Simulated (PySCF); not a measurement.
# MoSBr₄: singlet, from a PBE minimum start

The task is one start of a wider search on MoSBr₄: the singlet, from a PBE minimum start. It is relaxed, tested by its Hessian and followed downhill if it is a saddle.

The runs use PySCF 2.14.0; PBE, basis Mo def2-SVP with ECP28, S def2-SVP, Br def2-SVP, scalar-relativistic core potentials, no spin–orbit coupling, density fitting.

## 1. The system as given

6 atoms, charge 0, spin multiplicity 1.

Bond lengths: Mo1–S2 2.093 Å, Mo1–Br3 2.471 Å, Mo1–Br4 2.471 Å, Mo1–Br5 2.471 Å, Mo1–Br6 2.471 Å. Angles: S2–Mo1–Br3 103.8°, S2–Mo1–Br4 103.8°, S2–Mo1–Br5 103.8°, S2–Mo1–Br6 103.8°, Br3–Mo1–Br4 152.4°, Br3–Mo1–Br5 86.7°, Br3–Mo1–Br6 86.7°, Br4–Mo1–Br5 86.7°, Br4–Mo1–Br6 86.7°, Br5–Mo1–Br6 152.4°.

```xyz
6
charge 0 multiplicity 1
Mo    0.0000    0.0000   -0.2671
S     0.0000    0.0000   -2.3605
Br   -1.6968    1.6968    0.3219
Br    1.6968   -1.6968    0.3219
Br   -1.6968   -1.6968    0.3219
Br    1.6968    1.6968    0.3219
```

## 2. First SCF at the start

The steps below are one call of a driver around PySCF. For each, scf.py gives the equivalent set-up of the SCF; relaxations use the driver's own optimiser. After this first run the driver tries any further starts and a stability analysis.

File scf.py:

```python
from pyscf import gto, scf, dft
mol = gto.M(atom='''
Mo     0.000000     0.000000    -0.267070
S     -0.000000    -0.000000    -2.360520
Br    -1.696770     1.696770     0.321910
Br     1.696770    -1.696770     0.321910
Br    -1.696770    -1.696770     0.321910
Br     1.696770     1.696770     0.321910''',
    basis={'Mo': 'def2-SVP', 'S': 'def2-SVP', 'Br': 'def2-SVP'},
    ecp={'Mo': 'def2-SVP'},
    charge=0, spin=0)
mf = dft.RKS(mol, xc='PBE')
mf.grids.atom_grid = (50, 194)
aux = {'Mo': 'def2-universal-JKFIT', 'S': 'def2-universal-JKFIT', 'Br': 'def2-universal-JKFIT'}
mf = mf.density_fit(auxbasis=aux)
mf.conv_tol = 1e-08
mf.diis_space = 10
mf.max_cycle = 60
mf.init_guess = 'minao'
mf.verbose = 4
mf.kernel()
```

Started as:

```bash
OMP_NUM_THREADS=4 python axn.py task.json out
```

Standard output (excerpt; [...] marks lines left out):

```text
[... the frontier levels of the middle cycles are left out ...]
init E= -10748.645240551
  HOMO = -0.446378845479471  LUMO = -0.409388510661561  gap/eV = 1.00656
cycle= 1 E= -10760.1056145935  delta_E= -11.5  |g|= 0.555  |ddm|= 4.28
  HOMO = -0.204943199381783  LUMO = -0.110331530298471  gap/eV = 2.57451
cycle= 2 E= -10759.4816768279  delta_E= 0.624  |g|= 1.57  |ddm|= 1.99
  HOMO = -0.229517840710598  LUMO = -0.227857746933548  gap/eV = 0.04517
cycle= 3 E= -10758.9351893832  delta_E= 0.546  |g|=  2.2  |ddm|= 3.43
cycle= 4 E= -10760.162850383  delta_E= -1.23  |g|= 0.328  |ddm|= 2.86
cycle= 5 E= -10760.1749389091  delta_E= -0.0121  |g|= 0.218  |ddm|= 0.225
cycle= 6 E= -10760.1801605253  delta_E= -0.00522  |g|= 0.181  |ddm|= 0.182
cycle= 7 E= -10760.1874367022  delta_E= -0.00728  |g|= 0.0448  |ddm|= 0.114
cycle= 8 E= -10760.1879356006  delta_E= -0.000499  |g|= 0.0045  |ddm|= 0.041
cycle= 9 E= -10760.1879389361  delta_E= -3.34e-06  |g|= 0.000806  |ddm|= 0.00534
cycle= 10 E= -10760.1879390864  delta_E= -1.5e-07  |g|= 0.000248  |ddm|= 0.000891
cycle= 11 E= -10760.1879391053  delta_E= -1.9e-08  |g|= 9.42e-05  |ddm|= 0.000389
cycle= 12 E= -10760.1879391076  delta_E= -2.26e-09  |g|= 1.01e-05  |ddm|= 9.32e-05
  HOMO = -0.244386104100857  LUMO = -0.21030886971705  gap/eV = 0.92729
Extra cycle  E= -10760.1879391063  delta_E= 1.23e-09  |g|= 6.82e-05  |ddm|= 6.81e-05
converged SCF energy = -10760.1879391063
```

This step, with its further starts and checks, took 32 s on 4 threads of Arm Neoverse V1, shared host.

No lower closed-shell solution turned up in the test of internal stability.

## 3. PBE minimum start, singlet: relaxation

The program finds C4v symmetry in the start, which this walk keeps. The walk stops when the largest gradient is under 0.0003 Eh/bohr and the energy has settled too.

Changes to scf.py since step 2:

```diff
@@ -4 +4 @@
-S     -0.000000    -0.000000    -2.360520
+S      0.000000     0.000000    -2.360520
@@ -19 +18,0 @@
-mf.init_guess = 'minao'
```

Energy and gradient, step by step:

```
step    energy (Eh)  change (kJ/mol)  largest symmetric gradient (Eh/bohr)
   0  -10760.187939             0.00                               0.00075
   1  -10760.187951            -0.03                               0.00024
   2  -10760.187966            -0.07                               0.00007
```

The walk took 20 s.

End point (C4v, 2 steps, 0.1 kJ/mol gained): Mo–Br 2.472 Å (×4), Mo–S 2.094 Å; Br–Mo–Br 86.7° (×4), Br–Mo–Br 152.2° (×2), Br–Mo–S 103.9° (×4).

## 4. Hessian and properties

On the finer grid the gradient is checked again; gradients at displacements of ±0.02 bohr then give force constants and infrared intensities.

Changes to scf.py since step 3:

```diff
@@ -3,6 +3,6 @@
-Mo     0.000000     0.000000    -0.267070
-S      0.000000     0.000000    -2.360520
-Br    -1.696770     1.696770     0.321910
-Br     1.696770    -1.696770     0.321910
-Br    -1.696770    -1.696770     0.321910
-Br     1.696770     1.696770     0.321910''',
+Mo     0.000000     0.000000    -0.267406
+S      0.000000     0.000000    -2.360964
+Br    -1.696570     1.696570     0.321699
+Br     1.696570    -1.696570     0.321699
+Br    -1.696570    -1.696570     0.321699
+Br     1.696570     1.696570     0.321699''',
@@ -13 +13 @@
-mf.grids.atom_grid = (50, 194)
+mf.grids.atom_grid = (75, 302)
@@ -16 +16 @@
-mf.conv_tol = 1e-08
+mf.conv_tol = 1e-10
```

The driver hands on the density of the step before, so the log starts near convergence.

SCF at the final geometry:

```text
init E= -10760.1880263704
  HOMO = -0.244380447941518  LUMO = -0.210293908573679  gap/eV = 0.92754
cycle= 1 E= -10760.1880263702  delta_E= 2.56e-10  |g|= 3.05e-05  |ddm|= 3.66e-05
  HOMO = -0.244378156428791  LUMO = -0.21028772784391  gap/eV = 0.92765
cycle= 2 E= -10760.1880263576  delta_E= 1.26e-08  |g|= 0.000221  |ddm|= 0.000224
  HOMO = -0.244379823414786  LUMO = -0.210293812851079  gap/eV = 0.92753
cycle= 3 E= -10760.1880263703  delta_E= -1.27e-08  |g|= 1.96e-05  |ddm|= 0.000183
  HOMO = -0.244380112993533  LUMO = -0.210293270827256  gap/eV = 0.92755
cycle= 4 E= -10760.1880263704  delta_E= -1.82e-10  |g|= 8.5e-07  |ddm|= 2.78e-05
  HOMO = -0.244380109816579  LUMO = -0.210293278167576  gap/eV = 0.92755
cycle= 5 E= -10760.1880263704  delta_E= 7.28e-12  |g|= 3.6e-07  |ddm|= 1.8e-06
  HOMO = -0.244380120218431  LUMO = -0.210293271436376  gap/eV = 0.92755
Extra cycle  E= -10760.1880263704  delta_E= 3.64e-12  |g|= 1.43e-06  |ddm|= 3.82e-06
converged SCF energy = -10760.1880263704
```

The whole step took 2.5 min.

Geometry: C4v; Mo–Br 2.471 Å (×4), Mo–S 2.094 Å; Br–Mo–Br 86.7° (×4), Br–Mo–Br 152.4° (×2), Br–Mo–S 103.8° (×4).

Modes, for the most abundant isotopes:

| symmetry | ω (cm⁻¹) | IR (km/mol) | type |
| --- | --- | --- | --- |
| b1 | 34 | 0.0 | bend |
| e | 99 | 9.7 | bend |
| a1 | 127 | 0.4 | bend |
| b2 | 138 | 0.0 | bend |
| e | 147 | 0.0 | bend |
| b1 | 175 | 0.0 | stretch |
| a1 | 238 | 1.5 | stretch |
| e | 281 | 169 | mixed |
| a1 | 565 | 29.0 | stretch |

All wavenumbers are real: a minimum.

Properties at this point:

```
Dipole moment                                                   : 0.81 D
Highest occupied level                                          : -6.65 eV
Lowest empty level                                              : -5.72 eV
Rotational constants                                            : 0.01496, 0.01496, 0.009277 cm⁻¹
Zero-point energy                                               : 13.9 kJ/mol
Principal polarisabilities                                      : 114.3, 160.7, 160.7 bohr³
Atomisation energy without zero-point energy                    : 1724 kJ/mol
Principal traceless quadrupole moments about the centre of mass : -1.40, -1.40, 2.80 D Å
Entropy at 298.15 K and 1 bar                                   : 443.7 J/(mol K)
Heat capacity Cp at 298.15 K                                    : 124.1 J/(mol K)
Enthalpy at 298.15 K above 0 K                                  : 28.73 kJ/mol
Rotational symmetry number                                      : 4
```

Populations by atom (charges in e):

| atom | Mulliken | Löwdin | polar tensor | Mayer order to Mo1 |
| --- | --- | --- | --- | --- |
| Mo1 | -0.11 | -1.39 | 1.96 | – |
| S2 | 0.13 | 0.47 | -0.25 | 2.34 |
| Br3,4,5,6 | 0.00 | 0.23 | -0.43 | 1.27 |

Outer orbital energies (eV). occupied: -8.80, -8.27, -7.42, -7.42, -7.30, -7.17, -7.17, -6.65; empty: -5.72, -4.76, -4.76, -3.60.

Mulliken populations on Mo1 (outside its core potential): s 2.53, p 6.86, d 4.69, f 0.04.

## 5. Stability of the closed shell

At the lowest minimum the closed shell is tested against spin polarisation, on the (50, 194) grid. It is stable.

## 6. What came out

| quantity | value |
| --- | --- |
| minimum | singlet, C4v |
| geometry | Mo–Br 2.471 Å (×4), Mo–S 2.094 Å; Br–Mo–Br 86.7° (×4), Br–Mo–Br 152.4° (×2), Br–Mo–S 103.8° (×4) |
| wavenumbers (cm⁻¹) | 34 (b1), 99 (e), 127 (a1), 138 (b2), 147 (e), 175 (b1), 238 (a1), 281 (e), 565 (a1) |
| dipole moment | 0.81 D |
| highest occupied, lowest empty level | -6.65, -5.72 eV |
| polar-tensor charge of Mo1 | +1.96 e |
| zero-point energy | 13.9 kJ/mol |
| entropy at 298.15 K | 443.7 J/(mol K) |
| atomisation energy (no zero-point energy) | 1724 kJ/mol |

The molecule stays C4v, as typed, and the end point is a minimum. The strongest infrared band lies at 281 cm⁻¹ (e, mixed). Only this shape and spin were tried, so other structures or states may lie lower.

The search up to here took 3.5 min on 4 threads of Arm Neoverse V1, shared host.
